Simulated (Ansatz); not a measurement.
# Br3FeH9N3 (mer-FeBr3(NH3)3): the cost of one run

Computed with Ansatz 0.2.0, Gaussian basis. Level: UKS r2SCAN-D4/def2-SVP.

The runs, in order: relaxation at r2SCAN-D4/def2-SVP; a search for the lowest solution at PBE0-D4/def2-SVP; a single point at PBE0-D4/def2-TZVP.

2 further runs of the same task are left out: 2 set aside as unsound or not needed.

## Step 1: Where the work starts

16 atoms, charge 0, spin multiplicity 2.

Atoms are counted from 1 here; the program's logs count them from 0.

Bond lengths: Fe1–Br2 2.327 Å, Fe1–Br3 2.329 Å, Fe1–Br4 2.319 Å, Fe1–N5 2.245 Å, Fe1–N9 2.154 Å, Fe1–N13 2.153 Å, N5–H6 1.016 Å, N5–H7 1.016 Å, N5–H8 1.017 Å, N9–H10 1.018 Å, N9–H11 1.020 Å, N9–H12 1.018 Å, N13–H14 1.018 Å, N13–H15 1.018 Å, N13–H16 1.020 Å. Angles: Br2–Fe1–Br3 168.0°, Br2–Fe1–Br4 96.0°, Br2–Fe1–N5 84.5°, Br2–Fe1–N9 89.8°, Br2–Fe1–N13 89.8°, Br3–Fe1–Br4 96.0°, Br3–Fe1–N5 83.5°, Br3–Fe1–N9 90.3°, Br3–Fe1–N13 90.4°, Br4–Fe1–N5 179.5°, Br4–Fe1–N9 89.3°, Br4–Fe1–N13 89.3°, N5–Fe1–N9 90.8°, N5–Fe1–N13 90.6°, N9–Fe1–N13 178.5°, Fe1–N5–H6 110.7°, Fe1–N5–H7 110.5°, Fe1–N5–H8 112.1° and more.

Formally the metal is d5. No spin-orbit coupling is included.

The start is a GFN2-xTB geometry.

## Step 2: Optimising with r2SCAN-D4/def2-SVP

in.yaml reads:

```yaml
crystal:
  periodic: [false, false, false]
  atoms:
    - {symbol: Fe, position_ang: [0.487160, 0.002860, 0.019950]}
    - {symbol: Br, position_ang: [0.157150, 0.006590, 2.323230]}
    - {symbol: Br, position_ang: [0.329230, -0.002220, -2.303260]}
    - {symbol: Br, position_ang: [2.804320, 0.015070, 0.106290]}
    - {symbol: N, position_ang: [-1.755430, -0.013190, -0.083140]}
    - {symbol: H, position_ang: [-2.083440, -0.802400, -0.632640]}
    - {symbol: H, position_ang: [-2.096370, 0.823600, -0.547420]}
    - {symbol: H, position_ang: [-2.180540, -0.062380, 0.839550]}
    - {symbol: N, position_ang: [0.500670, 2.157110, 0.024290]}
    - {symbol: H, position_ang: [0.221780, 2.557840, -0.869350]}
    - {symbol: H, position_ang: [1.463410, 2.449290, 0.194910]}
    - {symbol: H, position_ang: [-0.070050, 2.566210, 0.761140]}
    - {symbol: N, position_ang: [0.524610, -2.149460, 0.036370]}
    - {symbol: H, position_ang: [0.299870, -2.553850, -0.870910]}
    - {symbol: H, position_ang: [-0.081960, -2.564230, 0.740550]}
    - {symbol: H, position_ang: [1.479580, -2.430840, 0.260440]}
basis:
  gaussian: {orbitals: def2-SVP}
magnetization: {spin_polarized: true, initial_magnetization: 1}
hamiltonian: {xc: r2scan, dispersion: d4}
scf: {lower_state_search: "off"}
output: {orbitals: {seedname: orbitals}}
relax: {f_tol: 0.03, max_steps: 70}
```

On the command line:

```sh
$ ansatz run in.yaml --threads 4 --pin off --events-out ev --progress --plain --max-ram 9574MiB
```

Q: Estimate wall time and peak memory on 4 threads of Intel Xeon 6975P-C, shared host.

About 2.1 min, with a peak of 1.1 GiB.
